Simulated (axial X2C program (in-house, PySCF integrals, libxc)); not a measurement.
# All-electron X2C curves of BrV⁺

Aim: find the lowest determinant of BrV⁺, scan the bond at several levels and fit the constants, once spin-free and once with spin–orbit coupling.

Program: an in-house X2C program for linear molecules on PySCF integrals. Level of theory: all-electron X2C, Br dyall-cv3z, V dyall-cv3z. These are calculated values, not measurements.

## 1. The job

task.json

```json
{"zs": [35, 23], "q": 1, "bas": ["dyall-cv3z", "dyall-cv3z"], "levels": ["PBE0", "HF", "LDA"], "cc": true, "r0": 2.48, "thr": -2.0, "nmax": 90, "npts": 10, "nst": 2, "ntry": 6}
```

Keys: zs atomic numbers; q charge; bas basis sets; levels methods (HF also brings MP2); cc coupled cluster on or off; r0 starting distance in Å; thr threshold in hartree for freezing inner shells (an s shell follows its p shell); nmax most natural virtual spinors; npts points asked for on the curve; nst determinants followed; ntry starts of the search.

On the command line:

```
> python so2c.py task.json out
```

Spin-free means the one-electron spin-free X2C Hamiltonian; two-component (2c) means X2C with spin–orbit coupling and atomic mean-field two-electron Coulomb and Gaunt terms. Basis: Br dyall-cv3z contracted to [8s9p6d4f1g], V dyall-cv3z contracted to [10s10p6d4f2g]; Gaussian nuclei, density fitting. Masses: Br 78.918 u, V 50.944 u.

Notation: σ, π±, δ± give the projection m of an orbital's angular momentum (0, ±1, ±2), α and β its spin, Λ and M_S the sums; ω is the projection of a spinor's total angular momentum and Ω the sum. Logs are in hartree.

The results follow Hamiltonian by Hamiltonian and level by level.

## 2. State search with PBE0

PBE0 moves the distance from 2.480 Å to 2.248 Å and compares determinants there.

Spin-free determinants:

```
ΔE (eV)             state                                            open shells
   0.00  M_S = 3/2, Λ = 0                     beyond closed shells: σα, δ+α, δ-α
   0.31  M_S = 3/2, Λ = 1                    beyond closed shells: π+α, δ+α, δ-α
   0.41  M_S = 3/2, Λ = 2                    beyond closed shells: π+α, π-α, δ+α
   0.56  M_S = 3/2, Λ = 3                     beyond closed shells: σα, π+α, δ+α
   0.69  M_S = 3/2, Λ = 1                     beyond closed shells: σα, π-α, δ+α
   1.75  M_S = 3/2, Λ = 0                     beyond closed shells: σα, π+α, π-α
   3.07  M_S = 5/2, Λ = 2  beyond closed shells: σα, 2 × π+α, π+β, π-α, δ+α, δ-α
```

Two-component determinants:

```
ΔE (eV)    state                                        open shells
   0.00  Ω = 3/2   excess of +ω over −ω: ω = 1/2, ω = -3/2, ω = 5/2
   0.28  Ω = 1/2  excess of +ω over −ω: ω = -1/2, ω = -3/2, ω = 5/2
   0.35  Ω = 5/2                      excess of +ω over −ω: ω = 5/2
   0.39  Ω = 1/2                      excess of +ω over −ω: ω = 1/2
   0.43  Ω = 7/2   excess of +ω over −ω: ω = -1/2, ω = 3/2, ω = 5/2
   0.49  Ω = 3/2                      excess of +ω over −ω: ω = 3/2
   0.62  Ω = 9/2    excess of +ω over −ω: ω = 1/2, ω = 3/2, ω = 5/2
```

## 3. PBE0, spin-free

State followed: M_S = 3/2, Λ = 0 (beyond closed shells: σα, δ+α, δ-α). The scan is laid around 2.248 Å, a first estimate of the minimum, and this SCF restarts from the orbitals of the search.

Output at 2.248 Å:

```text
spin-free X2C-1e  PBE0
basis functions 218  fitting functions 1216  grid points 5803
iter        total energy     max residual
   1      -3554.885917401     1.76e-05
   2      -3554.885917400     2.86e-05
   3      -3554.885917411     9.80e-06
   4      -3554.885917414     3.51e-06
   5      -3554.885917415     1.38e-06
converged
one-electron -5292.48905088  Coulomb 1686.13713586  exact exchange -33.90072860  xc functional -104.12956151  nuclear repulsion 189.49628772
```

Along the bond, energies from the lowest point:

```csv
R (Å),E (eV),μ (D),HOMO (eV),LUMO (eV),iterations
1.956,0.9732,6.29,-12.74,-8.79,12
2.046,0.3982,6.88,-12.90,-8.94,11
2.113,0.1546,7.32,-13.03,-9.05,12
2.181,0.0310,7.74,-13.15,-9.17,12
2.248,0.0000,8.16,-13.26,-9.29,5
2.327,0.0516,8.62,-13.37,-9.42,12
2.405,0.1725,9.07,-13.45,-9.56,12
2.506,0.3969,9.60,-13.27,-9.72,13
2.630,0.7350,10.20,-12.95,-9.89,13
2.810,1.2760,10.94,-12.56,-10.08,13
```

Dipoles are positive if V is the positive end and refer to the centre of mass.

Outer orbitals at the reference distance:

| symmetry | occupied | ε (eV) | atomic character |
| --- | --- | --- | --- |
| σβ | yes | -27.43 | 74% Br s, 9% V p, 8% V d |
| σα | yes | -27.19 | 73% Br s, 9% V p, 9% V d |
| σα | yes | -15.93 | 49% Br p, 44% V d, 3% Br s |
| σβ | yes | -15.17 | 78% Br p, 10% V d, 6% V s |
| π-β | yes | -14.18 | 79% Br p, 12% V d, 4% V f |
| π+β | yes | -14.18 | 79% Br p, 12% V d, 4% V f |
| π-α | yes | -14.10 | 71% Br p, 20% V d, 4% V p |
| π+α | yes | -14.10 | 71% Br p, 20% V d, 4% V p |
| δ+α | yes | -13.72 | 100% V d |
| δ-α | yes | -13.72 | 100% V d |
| σα | yes | -13.26 | 47% V d, 29% Br p, 21% V s |
| π+α | no | -9.29 | 81% V d, 12% Br p, 3% V p |
| π-α | no | -9.29 | 81% V d, 12% Br p, 3% V p |
| σα | no | -8.40 | 56% V s, 30% V p, 7% Br p |
| σβ | no | -7.70 | 67% V s, 22% V d, 8% V p |

PBE0 fields in the half plane through the axis: z from -2.4 to 4.5 Å across, distance from the axis 0.15 to 2.25 Å upwards; Br lies at z = 0 and V at z = 2.248 Å; the ELF is damped to zero where the density is low.

log10 density (e/bohr³). Ten even steps from '0' (-5.43 ) to '9' (1.44 ):
```
011222333333333332221100
112233334443333333322100
122334444444444444332110
123344555555444554432210
223445566655555555433211
233455666666556666543321
234456678766667887654322
234556789876668998654332
```

ELF. Ten even steps from ' ' (0.00 ) to '@' (0.90 ):
```
                ......                          
          ..::::------::......::....            
        ::--==++**++++==--::::::::..            
      ::==**##%%%%%%####==::::----::            
    ..==**%%@@@@@@@@%%%%++....==++::            
    ::++%%@@@@##++**%%%%++  ::####--            
  ..--**%%@@++::==::++%%==..**@@@@**==::..      
  ..==##@@%%::%%::%%::##--**@@----@@@@##==::..  
```

Re = 2.241 Å, ωe = 373 cm⁻¹, ωexe = 0.894 cm⁻¹, Be = 0.1084 cm⁻¹, De = 3.16 eV, μ = 8.11 D.

## 4. HF, spin-free

The SCF at the reference distance of 2.248 Å:

```text
spin-free X2C-1e  HF
basis functions 218  fitting functions 1216  grid points 5803
iter        total energy     max residual
   1      -3552.458541703     1.89e-01
   2      -3552.500683582     2.86e-02
   3      -3552.506425816     9.47e-03
   4      -3552.508441449     6.51e-03
   5      -3552.509161552     3.24e-03
   6      -3552.509343935     1.40e-03
   7      -3552.509400855     6.40e-04
   8      -3552.509416201     1.69e-04
   9      -3552.509418448     7.46e-05
  10      -3552.509418872     2.70e-05
  11      -3552.509418930     1.13e-05
  12      -3552.509418938     5.14e-06
  13      -3552.509418939     1.66e-06
converged
one-electron -5292.67213649  Coulomb 1686.44472424  exact exchange -135.77829440  xc functional 0.00000000  nuclear repulsion 189.49628772
```

Re = 2.344 Å, ωe = 351 cm⁻¹, ωexe = 0.72 cm⁻¹, Be = 0.09912 cm⁻¹, De = 2.08 eV, μ = 11.10 D.

## 5. LDA, spin-free

The SCF at the reference distance of 2.248 Å:

```text
spin-free X2C-1e  LDA
basis functions 218  fitting functions 1216  grid points 5803
iter        total energy     max residual
   1      -3549.473826048     2.37e-01
   2      -3549.412875709     8.36e-02
   3      -3548.809649010     2.65e-01
   4      -3549.469651974     3.40e-02
   5      -3549.479018202     3.35e-02
   6      -3549.492513615     1.28e-02
   7      -3549.494224511     2.81e-03
   8      -3549.494310275     3.53e-04
   9      -3549.494311778     1.19e-04
  10      -3549.494311905     1.84e-05
  11      -3549.494311906     1.31e-05
converged
one-electron -5291.43880746  Coulomb 1684.96195229  exact exchange 0.00000000  xc functional -132.51374445  nuclear repulsion 189.49628772
```

Re = 2.190 Å, ωe = 388 cm⁻¹, ωexe = 1.17 cm⁻¹, Be = 0.1135 cm⁻¹, De = 4.25 eV, μ = 6.52 D.

## 6. Correlated methods, spin-free

Correlated methods: 11 electrons correlated (frozen shells, counted by type: Br 3 s, 2 p, 1 d; V 3 s, 2 p), 295 virtual spinors in MP2, 90 natural virtuals in coupled cluster.

Output of the correlated part at 2.248 Å:

```text
correlated 11  virtual 295  natural virtual 90  E(MP2) -0.223084707  MP2 remainder -0.008513068
iter   CCSD correlation   residual
   1     -0.227095159   1.14e-01
   2     -0.232702745   6.39e-02
   3     -0.236739046   3.77e-02
   4     -0.237852376   2.31e-02
   5     -0.238401066   1.37e-02
   6     -0.238814202   9.53e-03
   7     -0.238941257   5.64e-03
   8     -0.239039852   3.02e-03
   9     -0.239033652   1.57e-03
  10     -0.239055896   8.13e-04
  11     -0.239048598   4.04e-04
  12     -0.239051514   2.25e-04
  13     -0.239051502   1.01e-04
  14     -0.239050675   5.06e-05
  15     -0.239050375   3.08e-05
  16     -0.239049729   2.18e-05
  17     -0.239049194   1.52e-05
  18     -0.239048771   1.11e-05
  19     -0.239048387   7.21e-06
  20     -0.239048321   4.36e-06
  21     -0.239048258   2.36e-06
  22     -0.239048242   1.21e-06
(T) -0.011607702  T1 0.0416  D1 0.0729  max T2 0.119
```

T1 in the output is the amplitude norm over the root of the electron number; divide by √2 for the Lee–Taylor value.

MP2: Re = 2.288 Å, ωe = 361 cm⁻¹, Be = 0.104 cm⁻¹, De = 3.06 eV.

CCSD: Re = 2.286 Å, ωe = 362 cm⁻¹, ωexe = 0.758 cm⁻¹, Be = 0.1042 cm⁻¹, De = 3.03 eV. T1 at Re = 0.029 (Lee–Taylor, the printed value over √2).

CCSD(T): Re = 2.281 Å, ωe = 363 cm⁻¹, ωexe = 0.764 cm⁻¹, Be = 0.1047 cm⁻¹, De = 3.20 eV. T1 at Re = 0.029 (Lee–Taylor, the printed value over √2).

## 7. A higher determinant, spin-free

State: M_S = 3/2, Λ = 1 (beyond closed shells: π+α, δ+α, δ-α).

Output at the reference distance:

```text
spin-free X2C-1e  PBE0
basis functions 218  fitting functions 1216  grid points 5803
iter        total energy     max residual
   1      -3554.874358356     1.03e-05
   2      -3554.874358361     1.12e-05
   3      -3554.874358363     6.19e-06
converged
one-electron -5293.31241817  Coulomb 1687.00150369  exact exchange -33.90744838  xc functional -104.15228323  nuclear repulsion 189.49628772
```

```csv
R (Å),E above the lowest PBE0 point (eV)
1.956,1.536
2.046,0.853
2.113,0.549
2.181,0.379
2.248,0.315
2.327,0.338
2.405,0.439
2.506,0.644
2.630,0.961
```

Re = 2.267 Å, ωe = 376 cm⁻¹, ωexe = 1.05 cm⁻¹, Be = 0.1059 cm⁻¹, μ = 8.49 D. Te = 0.31 eV.

## 8. The spin-free curves together

Energy (eV) of the followed determinant, spin-free, from each level's lowest point:

```csv
R (Å),PBE0,HF,MP2,CCSD,CCSD(T),LDA
1.956,0.973,1.746,1.251,n/a,n/a,0.679
2.046,0.398,0.909,0.582,0.582,0.558,0.223
2.113,0.155,0.497,0.271,0.269,0.254,0.056
2.181,0.031,0.227,0.087,0.084,0.077,0.000
2.248,0.000,0.070,0.002,0.000,0.000,0.026
2.327,0.052,0.000,0.000,0.001,0.007,0.130
2.405,0.172,0.023,0.078,0.081,0.091,0.290
2.506,0.397,0.151,0.263,0.268,0.282,0.547
2.630,0.735,0.410,0.575,n/a,n/a,0.899
2.810,1.276,0.895,1.123,n/a,n/a,1.421
```

## 9. PBE0, 2c

State followed: Ω = 3/2 (excess of +ω over −ω: ω = 1/2, ω = -3/2, ω = 5/2). The scan is laid around 2.248 Å, a first estimate of the minimum, and this SCF restarts from the orbitals of the search.

The SCF at the reference distance of 2.248 Å:

```text
two-component X2C + atomic mean field  PBE0
basis functions 218  fitting functions 1216  grid points 5803
iter        total energy     max residual
   1      -3553.763907809     3.89e-05
   2      -3553.763907833     2.73e-05
   3      -3553.763907840     2.25e-05
   4      -3553.763907852     1.17e-05
   5      -3553.763907856     2.85e-06
   6      -3553.763907856     8.17e-07
converged
one-electron -5289.59463960  Coulomb 1685.53165184  exact exchange -33.88814467  xc functional -104.09115085  nuclear repulsion 189.49628772  atomic mean-field constant -1.21791229
```

Along the bond, energies from the lowest point:

```csv
R (Å),E (eV),μ (D),HOMO (eV),LUMO (eV),iterations
1.956,0.9786,6.27,-12.74,-8.80,12
2.046,0.4019,6.86,-12.89,-8.95,12
2.113,0.1570,7.29,-13.02,-9.06,12
2.181,0.0323,7.72,-13.13,-9.17,12
2.248,0.0000,8.13,-13.24,-9.29,6
2.327,0.0501,8.59,-13.34,-9.42,12
2.405,0.1693,9.03,-13.40,-9.55,13
2.506,0.3912,9.56,-13.12,-9.72,13
2.630,0.7248,10.12,-12.80,-9.92,15
2.810,1.2473,10.63,-12.39,-10.14,16
```

Dipoles are positive if V is the positive end and refer to the centre of mass.

Outer spinors at the reference distance:

```
   ω  occupied  ε (eV)            atomic character    λ mixture
-1/2       yes  -27.44    74% Br s, 9% V p, 8% V d       100% σ
 1/2       yes  -27.20    73% Br s, 9% V p, 9% V d       100% σ
 1/2       yes  -15.95  50% Br p, 43% V d, 3% Br s  99% σ, 1% π
-1/2       yes  -15.21   78% Br p, 10% V d, 6% V s  96% σ, 4% π
 1/2       yes  -14.34   78% Br p, 13% V d, 4% V f  98% π, 2% σ
-1/2       yes  -14.21   72% Br p, 19% V d, 4% V p  96% π, 4% σ
-3/2       yes  -14.03   78% Br p, 12% V d, 4% V f       100% π
 3/2       yes  -13.96   69% Br p, 22% V d, 4% V p       100% π
-3/2       yes  -13.73                    100% V d       100% δ
 5/2       yes  -13.69                    100% V d       100% δ
 1/2       yes  -13.24  46% V d, 30% Br p, 20% V s  99% σ, 1% π
-1/2        no   -9.29   82% V d, 11% Br p, 3% V p       100% π
 3/2        no   -9.28   80% V d, 14% Br p, 3% V p       100% π
 1/2        no   -8.39   56% V s, 30% V p, 7% Br p       100% σ
-1/2        no   -7.69    67% V s, 22% V d, 8% V p       100% σ
```

PBE0 fields in the half plane through the axis: z from -2.4 to 4.5 Å across, distance from the axis 0.15 to 2.25 Å upwards; Br lies at z = 0 and V at z = 2.248 Å; the ELF is damped to zero where the density is low.

log10 density (e/bohr³). Ten even steps from '0' (-5.43 ) to '9' (1.44 ):
```
011222333333333332221100
112233334443333333322100
122334444444444444332110
123344555555444554432210
223445566655555555433211
233455666666556666543321
234456678766667887654322
234556789876668998654332
```

ELF. Ten even steps from ' ' (0.00 ) to '@' (0.90 ):
```
                ......                          
          ..::::------::......::....            
        ::--==++**++++==--::::::::..            
      ::==**##%%%%%%####==::::----::            
    ..==**%%@@@@@@@@%%%%++....==++::            
    ::++%%@@@@##++**%%%%++  ::####--            
  ..--**%%@@++::==::++%%==..**@@@@**==::..      
  ..==##@@%%::%%::%%::##--**@@----@@@@##--::..  
```

Re = 2.242 Å, ωe = 372 cm⁻¹, ωexe = 0.903 cm⁻¹, Be = 0.1083 cm⁻¹, De = 3.05 eV, μ = 8.10 D.

## 10. HF, 2c

Output at 2.248 Å:

```text
two-component X2C + atomic mean field  HF
basis functions 218  fitting functions 1216  grid points 5803
iter        total energy     max residual
   1      -3551.337191013     1.89e-01
   2      -3551.379275773     2.87e-02
   3      -3551.385043788     1.01e-02
   4      -3551.387079020     6.56e-03
   5      -3551.387819497     3.26e-03
   6      -3551.388009475     1.40e-03
   7      -3551.388069339     6.31e-04
   8      -3551.388085646     1.62e-04
   9      -3551.388088198     1.18e-04
  10      -3551.388088841     1.07e-04
  11      -3551.388089069     9.69e-05
  12      -3551.388089257     8.41e-05
  13      -3551.388089454     6.68e-05
  14      -3551.388089664     3.93e-05
  15      -3551.388089754     1.22e-05
  16      -3551.388089759     5.91e-06
  17      -3551.388089760     3.89e-06
  18      -3551.388089760     2.87e-06
converged
one-electron -5289.77117658  Coulomb 1685.83245488  exact exchange -135.72774348  xc functional 0.00000000  nuclear repulsion 189.49628772  atomic mean-field constant -1.21791229
```

Re = 2.345 Å, ωe = 350 cm⁻¹, ωexe = 0.723 cm⁻¹, Be = 0.09903 cm⁻¹, De = 1.91 eV, μ = 11.08 D.

## 11. LDA, 2c

Output at 2.248 Å:

```text
two-component X2C + atomic mean field  LDA
basis functions 218  fitting functions 1216  grid points 5803
iter        total energy     max residual
   1      -3548.353062801     2.37e-01
   2      -3548.292891984     8.45e-02
   3      -3547.690555307     2.64e-01
   4      -3548.348941690     3.49e-02
   5      -3548.358580736     3.37e-02
   6      -3548.371774802     1.26e-02
   7      -3548.373436539     2.76e-03
   8      -3548.373519856     3.64e-04
   9      -3548.373521448     1.15e-04
  10      -3548.373521564     1.79e-05
  11      -3548.373521565     1.26e-05
converged
one-electron -5288.54576939  Coulomb 1684.35788164  exact exchange 0.00000000  xc functional -132.46400924  nuclear repulsion 189.49628772  atomic mean-field constant -1.21791229
```

Re = 2.191 Å, ωe = 387 cm⁻¹, ωexe = 1.18 cm⁻¹, Be = 0.1134 cm⁻¹, De = 4.08 eV, μ = 6.51 D.

## 12. Correlated methods, 2c

Correlated methods: 11 electrons correlated (frozen shells, counted by type: Br 3 s, 2 p, 1 d; V 3 s, 2 p), 295 virtual spinors in MP2, 90 natural virtuals in coupled cluster.

Output of the correlated part at 2.248 Å:

```text
correlated 11  virtual 295  natural virtual 90  E(MP2) -0.223058401  MP2 remainder -0.008517162
iter   CCSD correlation   residual
   1     -0.227070828   1.14e-01
   2     -0.232684165   6.39e-02
   3     -0.236725625   3.78e-02
   4     -0.237842683   2.31e-02
   5     -0.238392794   1.37e-02
   6     -0.238804700   9.52e-03
   7     -0.238930933   5.63e-03
   8     -0.239029263   3.02e-03
   9     -0.239022896   1.57e-03
  10     -0.239045317   8.21e-04
  11     -0.239038005   4.10e-04
  12     -0.239041020   2.30e-04
  13     -0.239041038   1.04e-04
  14     -0.239040225   5.25e-05
  15     -0.239039939   3.20e-05
  16     -0.239039293   2.26e-05
  17     -0.239038756   1.57e-05
  18     -0.239038333   1.14e-05
  19     -0.239037941   7.47e-06
  20     -0.239037870   4.53e-06
  21     -0.239037804   2.48e-06
  22     -0.239037785   1.29e-06
(T) -0.011609064  T1 0.0417  D1 0.0767  max T2 0.119
```

MP2: Re = 2.289 Å, ωe = 360 cm⁻¹, Be = 0.1039 cm⁻¹, De = 2.91 eV.

CCSD: Re = 2.287 Å, ωe = 362 cm⁻¹, ωexe = 0.761 cm⁻¹, Be = 0.1041 cm⁻¹, De = 2.88 eV. T1 at Re = 0.029 (Lee–Taylor, the printed value over √2).

CCSD(T): Re = 2.282 Å, ωe = 362 cm⁻¹, ωexe = 0.766 cm⁻¹, Be = 0.1046 cm⁻¹, De = 3.05 eV. T1 at Re = 0.029 (Lee–Taylor, the printed value over √2).

## 13. A higher determinant, 2c

State: Ω = 1/2 (excess of +ω over −ω: ω = -1/2, ω = -3/2, ω = 5/2).

Output at the reference distance:

```text
two-component X2C + atomic mean field  PBE0
basis functions 218  fitting functions 1216  grid points 5803
iter        total energy     max residual
   1      -3553.753796625     1.83e-05
   2      -3553.753796634     1.31e-05
   3      -3553.753796636     1.05e-05
   4      -3553.753796639     6.65e-06
   5      -3553.753796641     2.96e-06
converged
one-electron -5290.44415488  Coulomb 1686.42238379  exact exchange -33.89508889  xc functional -104.11531209  nuclear repulsion 189.49628772  atomic mean-field constant -1.21791229
```

```csv
R (Å),E above the lowest PBE0 point (eV)
1.956,1.504
2.046,0.818
2.113,0.513
2.181,0.342
2.248,0.275
2.327,0.296
2.405,0.394
2.506,0.593
2.630,0.899
```

Re = 2.269 Å, ωe = 373 cm⁻¹, ωexe = 1.1 cm⁻¹, Be = 0.1058 cm⁻¹, μ = 8.42 D. Te = 0.27 eV.

## 14. The 2c curves together

Energy (eV) of the followed determinant, 2c, from each level's lowest point:

```csv
R (Å),PBE0,HF,MP2,CCSD,CCSD(T),LDA
1.956,0.979,1.752,1.257,n/a,n/a,0.683
2.046,0.402,0.914,0.586,0.586,0.561,0.225
2.113,0.157,0.500,0.274,0.271,0.256,0.058
2.181,0.032,0.229,0.089,0.085,0.078,0.000
2.248,0.000,0.071,0.003,0.001,0.000,0.024
2.327,0.050,0.000,0.000,0.000,0.005,0.127
2.405,0.169,0.021,0.077,0.079,0.089,0.286
2.506,0.391,0.148,0.261,0.265,0.279,0.540
2.630,0.725,0.406,0.571,n/a,n/a,0.888
2.810,1.247,0.888,1.119,n/a,n/a,1.406
```

Time for the job: 3.7 min (1 thread, shared host).

## 15. Results

Lowest determinant that the search found at its distance, spin-free: M_S = 3/2, Λ = 0 (beyond closed shells: σα, δ+α, δ-α).

Lowest determinant that the search found at its distance, 2c: Ω = 3/2 (excess of +ω over −ω: ω = 1/2, ω = -3/2, ω = 5/2).

```
Hamiltonian    level  Re (Å)  ωe (cm⁻¹)  De (eV)  μ (D)
  spin-free     PBE0   2.241        373     3.16   8.11
  spin-free       HF   2.344        351     2.08  11.10
  spin-free      MP2   2.288        361     3.06    n/a
  spin-free     CCSD   2.286        362     3.03    n/a
  spin-free  CCSD(T)   2.281        363     3.20    n/a
  spin-free      LDA   2.190        388     4.25   6.52
         2c     PBE0   2.242        372     3.05   8.10
         2c       HF   2.345        350     1.91  11.08
         2c      MP2   2.289        360     2.91    n/a
         2c     CCSD   2.287        362     2.88    n/a
         2c  CCSD(T)   2.282        362     3.05    n/a
         2c      LDA   2.191        387     4.08   6.51
```

Dipoles are positive if V is the positive end and refer to the centre of mass.

Time per point (s) on 1 thread, shared host (2c runs; CCSD comes with the CCSD(T) run); the times are rough: PBE0 1, HF 0.83, MP2 1.1, CCSD(T) 6.6, LDA 0.38.

In words: At CCSD(T), going from spin-free to two-component changes Re by +1 mÅ, ωe by -0.1 %, which is small (part of it comes from the scalar share of the two-electron terms). De moves by -0.15 eV; both De rest on single-determinant atoms, which can miss part of an open shell's spin–orbit lowering.

De refers to Br + V+, each in the lowest determinant found, which need not be this curve's own limit. Each curve is one determinant whose occupation by symmetry is held fixed; it was picked as the lowest of a PBE0 search that is not exhaustive. De is counted from the lowest determinant-based energies of the atoms at the same level, without counterpoise correction. Density functionals use the spin component along the axis (collinear). CCSD and (T) use frozen natural virtuals with an MP2 correction for the truncation. With several unpaired electrons one determinant need not be a pure state. The spin-free determinant is spin-contaminated at some levels, which hurts MP2 most. T1 at Re is 0.029 (Lee–Taylor), above the customary mark of 0.02.
